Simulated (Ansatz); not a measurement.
**C₈H₁₀: up Jacob's ladder to CCSD(T)**

The task here is to estimate one member of a computed series from the others.

Method: functionals in def2-TZVPP, the program's frozen cores in correlated methods; program: Ansatz 0.2.0, Gaussian basis.

Levels to be run: LDA (SPW92), PBE-D4, revPBE-D4, BLYP-D4, r2SCAN-D4, B97M-V, PBE0-D4, B3LYP-D4, r2SCANh-D4, r2SCAN0-D4, HSE06-D4, BHLYP-D4, CAM-B3LYP-D4, LC-ωPBE, ωB97X-V, ωB97M-V, B2PLYP, PBE-QIDH; CCSD(T)/def2-SVP; CCSD(T)/def2-TZVPP; MP2/def2-QZVPP; extrapolation to the limit; RPA on PBE.

## The relaxed structure

An earlier PBE0-D4 in a triple-zeta def2 set relaxation fixed the geometry.

SMILES `C=CC1=C(C=C)CC1`, 18 atoms, charge 0, spin multiplicity 1.

Atoms are counted from 1 here; the program's logs count them from 0.

Bond lengths: C1–C2 1.335 Å, C1–H9 1.085 Å, C1–H10 1.083 Å, C2–C3 1.435 Å, C2–H11 1.087 Å, C3–C4 1.357 Å, C3–C8 1.509 Å, C4–C5 1.435 Å, C4–C7 1.509 Å, C5–C6 1.335 Å, C5–H12 1.087 Å, C6–H13 1.085 Å, C6–H14 1.083 Å, C7–C8 1.557 Å, C7–H15 1.094 Å, C7–H16 1.094 Å, C8–H17 1.094 Å, C8–H18 1.094 Å. Angles: C2–C1–H9 121.1°, C2–C1–H10 121.7°, H9–C1–H10 117.2°, C1–C2–C3 123.7°, C1–C2–H11 119.4°, C3–C2–H11 116.9°, C2–C3–C4 134.2°, C2–C3–C8 132.0°, C4–C3–C8 93.8°, C3–C4–C5 134.2°, C3–C4–C7 93.8°, C5–C4–C7 132.0°, C4–C5–C6 123.7°, C4–C5–H12 116.9°, C6–C5–H12 119.4°, C5–C6–H13 121.1°, C5–C6–H14 121.7°, H13–C6–H14 117.2° and more.

The first run:

Contents of in.yaml:

```yaml
crystal:
  periodic: [false, false, false]
  atoms:
    - {symbol: C, position_ang: [2.128773, -1.503810, -1.674582]}
    - {symbol: C, position_ang: [1.368695, -1.299499, -0.596071]}
    - {symbol: C, position_ang: [0.435014, -0.216776, -0.473537]}
    - {symbol: C, position_ang: [-0.423950, 0.187029, 0.495734]}
    - {symbol: C, position_ang: [-0.757748, -0.299650, 1.803705]}
    - {symbol: C, position_ang: [-1.659812, 0.277599, 2.601022]}
    - {symbol: C, position_ang: [-0.926473, 1.365702, -0.300461]}
    - {symbol: C, position_ang: [0.059483, 0.902398, -1.412768]}
    - {symbol: H, position_ang: [2.074538, -0.842302, -2.532824]}
    - {symbol: H, position_ang: [2.823246, -2.332714, -1.731725]}
    - {symbol: H, position_ang: [1.446059, -1.980448, 0.248281]}
    - {symbol: H, position_ang: [-0.235048, -1.189846, 2.145674]}
    - {symbol: H, position_ang: [-2.197737, 1.166495, 2.288592]}
    - {symbol: H, position_ang: [-1.886112, -0.118168, 3.583264]}
    - {symbol: H, position_ang: [-1.983386, 1.329882, -0.578731]}
    - {symbol: H, position_ang: [-0.709476, 2.349029, 0.125865]}
    - {symbol: H, position_ang: [0.858928, 1.612005, -1.643283]}
    - {symbol: H, position_ang: [-0.415001, 0.593072, -2.348154]}
basis:
  gaussian: {orbitals: def2-TZVPP}
hamiltonian: {xc: lda}
output: {orbitals: {seedname: orbitals}}
```

On the command line:

```
ansatz run in.yaml --threads 2 --pin off --events-out ev --progress --plain --max-ram 32768MiB --backend cuda --devices 0, --max-vram 18GiB
```

Steps of the session up to this table: LDA; PBE-D4 (GGA); revPBE-D4 (GGA); BLYP-D4 (GGA); r2SCAN-D4 (meta-GGA); B97M-V (meta-GGA); PBE0-D4 (hybrid); B3LYP-D4 (hybrid); r2SCANh-D4 (hybrid); r2SCAN0-D4 (hybrid); HSE06-D4 (hybrid); BHLYP-D4 (hybrid); CAM-B3LYP-D4 (range-separated); LC-ωPBE (range-separated); ωB97X-V (range-separated); ωB97M-V (range-separated); B2PLYP (double hybrid); PBE-QIDH (double hybrid).

One table of the session follows, with a row left open; its other results are not shown here.

It belongs to the step «Frontier levels by functional». 

| functional | HOMO (eV) | LUMO (eV) | gap (eV) |
| --- | --- | --- | --- |
| LDA (SPW92) | -5.39 | -2.43 | 2.95 |
| PBE-D4 | -5.20 | -2.22 | 2.98 |
| revPBE-D4 | -5.13 | -2.13 | 3.00 |
| BLYP-D4 | -5.02 | -2.06 | 2.97 |
| r2SCAN-D4 | -5.31 | -2.09 | 3.22 |
| B97M-V | -5.30 | -2.01 | 3.29 |
| PBE0-D4 | -6.05 | -1.37 | 4.68 |
| B3LYP-D4 | -5.87 | -1.55 | 4.32 |
| r2SCANh-D4 | -5.64 | -1.78 | 3.86 |
| r2SCAN0-D4 | -6.14 | -1.31 | 4.83 |
| HSE06-D4 | -5.68 | -1.74 | 3.94 |
| BHLYP-D4 | -6.76 | -0.35 | 6.41 |
| CAM-B3LYP-D4 | -7.17 | -0.32 | 6.85 |
| LC-ωPBE | -8.40 | 0.70 | 9.10 |
| ωB97X-V | -8.06 | 0.67 | 8.72 |
| ωB97M-V | ? | ? | ? |

Q: Estimate the row for ωB97M-V from the others.

As computed: HOMO (eV): -7.99; LUMO (eV): 0.58; gap (eV): 8.57. In the column «HOMO (eV)» it lies between ωB97X-V (-8.06) and CAM-B3LYP-D4 (-7.17).
